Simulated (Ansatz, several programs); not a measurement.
Ga4PN3, ordered on the zincblende lattice (I-42m) with 8 atoms a cell, relaxed with r2SCAN in Ansatz (plane waves, PAW): it is tetragonal, I-42m (No. 121); conventional cell a = 4.759 Å, c = 9.384 Å, 13.29 Å³ an atom. Around N lie 4 Ga at 2.01 Å; around Ga lie 3 N at 1.97–2.01 Å and 1 P at 2.25 Å; around N lie 4 Ga at 1.97 Å; around P lie 4 Ga at 2.25 Å. The cell was then scaled with its shape and fractional coordinates held, which makes it stiffer than a relaxed compression. The calculation is spin-unpolarised, and the structure need not be a phase that has been made.

```csv
V (Å³/atom),E (meV/atom)
12.489,25.98
13.286,0.00
13.684,5.56
14.083,21.07
```

Question: Pass a cubic E = c₀ + c₁u + c₂u² + c₃u³, with u = V − 13.385 Å³, through these points.

Answer: c₀ = 0.36, c₁ = +7.188, c₂ = 35.596, c₃ = -4.8452 (meV and Å³).

Question: Where is the minimum, and what bulk modulus follows?

Answer: dE/du = 0 at u = -0.099, so V₀ = 13.29 Å³. B = V₀ d²E/dV² = 13.29 × (2c₂ + 6c₃u) = 13.29 × 74.069 = 984 meV/Å³, and 1 meV/Å³ is 0.16022 GPa: 158 GPa. A third-order Birch-Murnaghan fit to all five points gives 13.28 Å³ and 156 GPa.

Question: Predict the energy and the pressure at the withheld volume, 12.887 Å³.

Answer: With u = -0.498: E ≈ 6.21 meV and P = −dE/dV ≈ +5.11 GPa. The run gives 6.12 meV and, from its stress, +5.07 GPa.
